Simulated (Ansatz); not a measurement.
# GeN+ (singlet): wave-function methods side by side at distance Ge1–N2 = 3.573 Å, 6-31G

One table from this session's results is given with a row withheld; the runs are named, their logs left out.

Computed with Ansatz 0.2.0, Gaussian basis. Level: 6-31G, core rule «outside noble gas», up to 15 orbitals frozen.

To be run: UHF; CCSD(T) on RHF; CCSD(T) on UHF; BCCD(T) on RHF; CISD; CCSDT(Q) on RHF; CCSDT(Q) on UHF; CASSCF and MRCISD+Q, 2 electrons in 2 orbitals; CASSCF and NEVPT2, 2 electrons in 2 orbitals; CASSCF and MRCISD+Q, 8 electrons in 8 orbitals; CASSCF and NEVPT4(SD), 8 electrons in 8 orbitals; CASSCF and NEVPT2, 8 electrons in 8 orbitals; Full CI.

30 further runs of the same task are left out: 6 for a known fault of the program, 22 that didn't finish, 2 set aside as unsound or not needed. Runs told in other sessions of the task aren't counted.

### The geometry

The geometry derives from a PBE0/def2-TZVP stationary point (not a proven minimum). One bond is set to the value named and the two fragments are kept rigid. No spin-orbit coupling is included. The filled d shell of Ge may be among the frozen orbitals whatever the setting's name suggests.

2 atoms, charge 1, spin multiplicity 1.

Atoms are counted from 1 here; the program's logs count them from 0.

No contacts short enough for the rule that draws bonds.

The first run:

The input, in.yaml:

```yaml
crystal:
  periodic: [false, false, false]
  atoms:
    - {symbol: Ge, position_ang: [0.000000, 0.000000, 0.000000]}
    - {symbol: N, position_ang: [0.000000, 0.000000, 3.573000]}
basis:
  gaussian: {orbitals: 6-31G}
total_charge: 1
magnetization: {spin_polarized: true, initial_magnetization: 0}
hamiltonian: {xc: hf}
output: {orbitals: {seedname: orbitals}}
```

Run with:

```
$ ansatz run in.yaml --threads 1 --pin off --events-out ev --progress --plain --max-ram 2393MiB
```

Steps of the session up to this table: UHF; CCSD(T) on RHF; CCSD(T) on UHF; BCCD(T) on RHF; CISD; CCSDT(Q) on RHF; CCSDT(Q) on UHF; CASSCF and MRCISD+Q, 2 electrons in 2 orbitals; CASSCF and NEVPT2, 2 electrons in 2 orbitals; CASSCF and MRCISD+Q, 8 electrons in 8 orbitals; CASSCF and NEVPT4(SD), 8 electrons in 8 orbitals; CASSCF and NEVPT2, 8 electrons in 8 orbitals; Full CI.

One of the session's tables, all rows but one given; the rest of the session is left out.

It belongs to the step «Misses and costs». 

```
   method  from FCI (kJ/mol)
      RHF             +616.8
     RMP2             +224.3
     CISD             +134.0
    RCCSD              +51.9
 RCCSD(T)               +6.8
  BCCD(T)              +10.0
   RCCSDT                  ?
RCCSDT(Q)               +2.8
      FCI                  0
```

**Question.** Estimate the row for RCCSDT.

As computed: from FCI (kJ/mol): +11.2. In the column «from FCI (kJ/mol)» it lies between BCCD(T) (+10.0) and RCCSD (+51.9).

Left out of the table: CASSCF pair, NEVPT2 pair, MRCISD pair, MRCISD+Q pair, CASSCF valence, NEVPT2 valence, NEVPT4(SD) valence, MRCISD valence, MRCISD+Q valence (the active space lost an orbital or holds another state than full CI finds).

Caveats from the session: The report flags that the cluster equations may have other roots. Left out of the table: UHF, UMP2, UCCSD, UCCSD(T), UCCSDT, UCCSDT(Q) (another determinant or state than the rows shown). The program flags RCCSD(T), BCCD(T), RCCSDT(Q) as in doubt, so those rows may rest on another solution.
